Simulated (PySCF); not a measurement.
# C5H11BO2Se: the cost of one run

Computed with PySCF 2.14.0; each step states its level. No surroundings beyond the atoms listed, unless a continuum is named. Atoms count from 0, parts from 1.

## Step 1: The system as given

20 atoms, charge 0, multiplicity 1; geometry: GFN2-xTB, MD frame. Parts: 1 = atoms 0–13, `C#CC1BCC[Se]1`, charge 0; 2 = atoms 14–16, `O`, charge 0; 3 = atoms 17–19, `O`, charge 0.

## Step 2: Nuclear shieldings: 500 fs

What the job is given:

```
{"job": {"kind": "nmr", "xc": "PBE0", "basis": "pcSseg-1", "pop": false}, "charge": 0, "multiplicity": 1, "parts": [{"atoms": "0-13", "charge": 0, "multiplicity": 1}, {"atoms": "14-16", "charge": 0, "multiplicity": 1}, {"atoms": "17-19", "charge": 0, "multiplicity": 1}]}
C     -1.158919    -1.202888     1.976173
C     -1.252887    -0.141276     1.394026
C     -1.166194     0.904226     0.457805
B      0.435466     1.581346     0.118638
C      0.221262     2.240833    -1.358419
C     -0.430117     1.269146    -2.299726
Se    -1.781770     0.197725    -1.358503
H     -0.796611    -1.903839     2.611962
H     -1.642846     1.879910     0.704650
H      0.993988     2.293779     0.936049
H     -0.235415     3.217741    -1.197350
H      1.185272     2.602069    -1.751454
H      0.258799     0.542248    -2.671375
H     -0.888830     1.692430    -3.141187
O      1.267865     0.142806    -0.030432
H      1.049399    -0.495261     0.666955
H      1.044057    -0.497224    -0.748808
O      0.507252    -2.157638    -0.879955
H      0.618009    -2.947570    -0.377399
H     -0.422169    -1.964008    -0.984174
```

Method: GIAO PBE0/pcSseg-1 NMR shielding, non-relativistic, gas phase.

Command:

```bash
$ OMP_NUM_THREADS=1 python cluster_run.py task.json out
```

This one command runs all jobs of the session in turn.

Q: Estimate the wall time and peak memory of this first job on 1 thread of AMD EPYC 9R45, shared host.

About 45 s, with a peak of 1.1 GiB.
